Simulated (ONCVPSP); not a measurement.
# An ONCV potential for Al, from input to tests

Aim: build the potential from the settings below, then test how well it stands in for the atom: other configurations, scattering, ghost states and the plane-wave cutoff that it needs.

Program: ONCVPSP 4.0.1. Reference atom: LDA (Perdew-Wang 92), scalar-relativistic, spherical and spin-unpolarised. All values are calculated.

## (1) Settings

The settings as typed:

- element: aluminium (Al, Z = 13)
- type: optimised norm-conserving Vanderbilt (ONCV)
- frozen core: [Ne]
- valence charge: 3
- reference configuration: 3s2 3p1
- partial waves: 3s: rc 2.20 bohr, ncon 4, nbas 7, qcut 3.6 1/bohr, 2 projectors, debl 3.2 Ha; 3p: rc 1.95 bohr, ncon 3, nbas 7, qcut 4 1/bohr, 3 projectors, debl 2.5 Ha; d scattering state at 0.11 Ha: rc 2.35 bohr, ncon 4, nbas 6, qcut 3.8 1/bohr, 3 projectors, debl 1.2 Ha
- local potential: polynomial inside 1.55 bohr (lpopt 4, dvloc0 0 Ha)
- core correction: Teter function, fcfact 3.25, rcfact 1.35

An earlier all-electron run gives the scale for the radii.

All-electron outer shells of the reference configuration (LDA (PZ), scalar-relativistic, ld1.x):

| shell | level (eV) | outermost node (bohr) | outermost maximum (bohr) |
| --- | --- | --- | --- |
| 2s | -107.50 | 0.17 | 0.50 |
| 2p | -69.71 | – | 0.43 |
| 3s | -7.84 | 0.80 | 2.06 |
| 3p | -2.79 | 0.82 | 2.64 |

## (2) Generating the potential

Input file Al.dat:

```
# ATOM AND REFERENCE CONFIGURATION
# atsym  z   nc   nv     iexc    psfile
  Al 13.00    3    2  -001012      upf
#
#   n    l    f
    1    0    2.00
    2    0    2.00
    2    1    6.00
    3    0    2.00
    3    1    1.00
#
# PSEUDOPOTENTIAL AND OPTIMIZATION
# lmax
    2
#
#   l,   rc,      ep,       ncon, nbas, qcut
    0    2.20    0.00    4    7    3.60
    1    1.95    0.00    3    7    4.00
    2    2.35    0.11    4    6    3.80
#
# LOCAL POTENTIAL
# lloc, lpopt,  rc(5),   dvloc0
    4    4    1.55    0.00
#
# VANDERBILT-KLEINMAN-BYLANDER PROJECTORs
# l, nproj, debl
    0    2    3.20
    1    3    2.50
    2    3    1.20
#
# MODEL CORE CHARGE
# icmod, fcfact, rcfact
    3    3.25    1.35
#
# LOG DERIVATIVE ANALYSIS
# epsh1, epsh2, depsh
   -2.00    5.00    0.02
#
# OUTPUT GRID
# rlmax, drl
    6.00    0.01
#
# TEST CONFIGURATIONS
# ncnf
    4
# nvcnf
#   n    l    f
    2
    3    0    2.00
    3    1    0.00
#
    2
    3    0    1.00
    3    1    0.00
#
    2
    3    0    2.00
    3    1    0.50
#
    2
    3    0    0.00
    3    1    3.00
#
```

On the command line:

```console
$ oncvpsp.x < Al.dat > Al.out
```

Q: Predict the outcome of this session. Wanted: cutoffs for 1 and 0.1 mHa per electron, occupied waves; bound ghosts; GHOST(+) flags; largest test error; largest phase difference near zero energy, channels read; rms error of d²Exc/dn², without and with the model core.

As calculated:

```
                                                quantity                 value
  cutoffs for 1 and 0.1 mHa per electron, occupied waves      5.3 Ha and 11 Ha
                                            bound ghosts       d at -307.73 eV
                                          GHOST(+) flags           s at 147 eV
                            largest test error (AE − PS)  +20 meV, for 3s1 3p0
largest phase difference near zero energy, channels read             0.001 rad
 rms error of d²Exc/dn², without and with the model core     3.40 and 1.00 mHa
```

In words: It has a bound ghost (d), a state that the atom doesn't have, and that rules the file out. By total energies transferability is good: the largest error is 20 meV on 25.2 eV, for 3s1 3p0. Atomic tests can pass in spite of a ghost, since they solve only for the levels asked. The potential is soft on the atom at that tolerance: the looser tolerance needs 5.3 Ha. At the looser tolerance the 3s wave is the slowest; 3p needs 2 Ha. Near zero energy the phases of the channels with partial waves agree within 0.001 rad. The program also flags highly localised states, GHOST(+) (s). All of this concerns the isolated atom, not yet a solid.
